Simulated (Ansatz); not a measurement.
The system is VWC2.

```
CELL_PARAMETERS angstrom
1.51704 0.87586 4.93389
-1.51704 0.87586 4.93389
0.00000 -1.75173 4.93389
ATOMIC_POSITIONS crystal
W 0.00000 0.00000 0.00000
V 0.50000 0.50000 0.50000
C 0.24649 0.24649 0.24649
C 0.75351 0.75351 0.75351
```

The cell comes from a database or a generator and needn't be the stable form of this composition.

Base run:

- Program: Ansatz 0.2.0
- Functional: PBEsol
- Potentials or basis: all-electron LAPW, scalar-relativistic
- Cutoff: 315 eV (chosen from the basis error)
- Basis error allowed: 0.002 eV/atom
- k mesh: 10 × 10 × 10
- Occupations: fermi-dirac, width 0.05 eV
- Spin: collinear spin, ferromagnetic start
- Starting moments: [0.0, 2.0, 0.0, 0.0] μB

Its results: band gap on the k mesh none (metal or under the smearing width); pressure -10.6 GPa; net moment 0.00 μB per cell; largest force 0.111 eV/Å.

Q: The run is repeated on the same cell with these changes: hubbard terms from none to V d U = 4 eV, W d U = 4 eV. What comes out?

A: Band gap on the k mesh none (metal or under the smearing width); pressure 2.2 GPa; net moment 1.05 μB per cell; site moments W -0.44; V +1.54; C -0.04 μB; largest force 1.099 eV/Å.

Caveats: the density of states is complete only up to the lowest level of the last band computed; the starting moments weren't kept (some runs); the magnetic state may not be the lowest (some runs); U is the effective U less J, on atomic orbitals that reach past the spheres (some runs); the U is typed as a test and isn't derived for this compound (some runs); forces of over 1 eV/Å show positions far from the minimum, so gaps and moduli don't describe the material at rest (some runs).
